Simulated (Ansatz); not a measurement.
# BaFeO3: the cost of one run

Computed with Ansatz 0.2.0 (DFT LDA+U (U_eff = 3 eV on Fe d), plane waves, PAW, unless a step's input says otherwise).

The COD entry's cell or inner coordinates are ideal or old and differ from later refinements, so a difference from it is no clean test against experiment.

### Step 1. Starting point

Symmetry: Pm-3m, No. 221, cubic system. The conventional cell has a = 4.020 Å, b = 4.020 Å, c = 4.020 Å, α = 90.00°, β = 90.00°, γ = 90.00°. Ba (site symmetry m-3m) has 12 O at 2.84 Å as nearest neighbours. Around Fe (site symmetry m-3m) lie 6 O at 2.01 Å. O (site symmetry 4/mmm) has 2 Fe at 2.01 Å and 4 Ba at 2.84 Å as nearest neighbours.

As a file:

```
Ba Fe O
1.0
     4.02000    0.00000    0.00000
     0.00000    4.02000    0.00000
     0.00000    0.00000    4.02000
Ba Fe O
1 1 3
Direct
  0.00000 0.00000 0.00000
  0.50000 0.50000 0.50000
  0.50000 0.50000 0.00000
  0.00000 0.50000 0.50000
  0.50000 0.00000 0.50000
```

### Step 2. Ferromagnetic start, free, symmetry kept, no search

Input file input.yaml:

```yaml
crystal:
  lattice:
    - [4.01999983, 0.0, 0.0]
    - [0.0, 4.01999983, 0.0]
    - [0.0, 0.0, 4.01999983]
  atoms:
    - { symbol: Ba, position: [0.0, 0.0, 0.0] }
    - { symbol: Fe, position: [0.5, 0.5, 0.5], spin: 4.0 }
    - { symbol: O, position: [0.5, 0.5, 0.0] }
    - { symbol: O, position: [0.0, 0.5, 0.5] }
    - { symbol: O, position: [0.5, 0.0, 0.5] }
basis:
  ecutwfc: 420
  ecutrho_ratio: 4
kpoints:
  mp_grid: { grid: [5, 5, 5] }
hamiltonian:
  xc: lda
  hubbard: { sites: [{ site: 1, l: d, u_eff: 3.0 }] }
scf:
  occupations: { method: gaussian, width: 0.05 }
  lower_state_search: "off"
  max_iter: 150
output:
  forces: true
  stress: true
  eigenvalues: true
  populations: true
  hubbard: { sites: [{ site: 1, l: d }] }
magnetization:
  spin_polarized: true
```

The run is started by

```console
> ansatz run input.yaml --threads 4 --pin off --max-ram 6144MiB --backend cpu --events-out ev --progress --plain --runs-dir out
```

Q: Estimate wall time and peak memory on 4 threads of AMD EPYC 7B13 (Zen 3), shared host.

About 2.9 s, with a peak of 0.46 GiB.
